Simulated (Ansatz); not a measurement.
# SrGe2Mo2: the cost of one run

Computed with Ansatz 0.2.0 (DFT PBE, scalar-relativistic, plane waves, PAW, unless a step's input says otherwise).

1 further run of the same task is left out (set aside as unsound or not needed). Runs told in other sessions of the task aren't counted.

## Step 1: Starting point

It takes space group P6/mmm (No. 191, hexagonal). The conventional cell has a = 4.576 Å, b = 4.576 Å, c = 8.903 Å, α = 90.00°, β = 90.00°, γ = 120.00°. Sr (site symmetry 6/mmm) is surrounded by 2 Mo at 3.41 Å. Ge (site symmetry -6m2) has 3 Ge at 2.64 Å and 6 Mo at 2.84 Å in its first shell of neighbours. Around Mo (site symmetry 6mm) lie 1 Mo at 2.09 Å.

Coordinates:

```xyz
5
Lattice="4.5762 0.0000 0.0000 -2.2881 3.9631 0.0000 0.0000 0.0000 8.9034" Properties=species:S:1:pos:R:3 pbc="T T T"
Sr    0.0000    0.0000    0.0000
Ge    2.2881    1.3210    4.4517
Ge    0.0000    2.6421    4.4517
Mo    0.0000    0.0000    3.4060
Mo    0.0000    0.0000    5.4974
```

It is the end of an earlier relaxation with the same method, from a generated guess; it needn't be the stable form of this composition. At a tolerance of 0.05 Å it has space group P6/mmm (No. 191); it has 32.29 Å³/atom, an uncorrected energy of +0.95 eV/atom over the elements.

## Step 2: Bands, states and charges

Input file input.yaml:

```yaml
crystal:
  lattice:
    - [4.5762312931, 0.0, 0.0]
    - [-2.2881156466, 3.9631325534, 0.0]
    - [0.0, 0.0, 8.9034326995]
  atoms:
    - { symbol: Sr, position: [0.0, 0.0, 0.0] }
    - { symbol: Ge, position: [0.6666666667, 0.3333333333, 0.5] }
    - { symbol: Ge, position: [0.3333333333, 0.6666666667, 0.5] }
    - { symbol: Mo, position: [0.0, 0.0, 0.3825541059] }
    - { symbol: Mo, position: [0.0, 0.0, 0.6174458941] }
basis:
  ecutwfc: 420
kpoints:
  mp_grid: { grid: [12, 12, 4] }
  band_path:
    path:
      - [[0.0, 0.0, 0.0], [0.5, 0.0, 0.0], [0.33333333, 0.33333333, 0.0], [0.0, 0.0, 0.0], [0.0, 0.0, 0.5], [0.5, 0.0, 0.5], [0.33333333, 0.33333333, 0.5], [0.0, 0.0, 0.5]]
      - [[0.5, 0.0, 0.5], [0.5, 0.0, 0.0]]
      - [[0.33333333, 0.33333333, 0.5], [0.33333333, 0.33333333, 0.0]]
    npoints: 14
hamiltonian:
  xc: pbe
scf:
  occupations: { method: gaussian, width: 0.1 }
  n_extra_bands: 12
output:
  forces: true
  stress: true
  eigenvalues: true
  populations: true
  dos: { projected: true, de: 0.02, nscf_kmesh: { grid: [15, 15, 5] } }
  bader: true
  write_density: true
  write_potential: true
  elf: true
  volumetric_format: npy
```

Run with:

```
$ ansatz run input.yaml --threads 1 --pin off --max-ram 2560MiB --backend cpu --events-out ev --progress --plain --runs-dir out
```

What time and memory should one allow on 1 thread of Intel Xeon 6975P-C (Granite Rapids), shared host?

About 56 s, with a peak of 0.86 GiB.
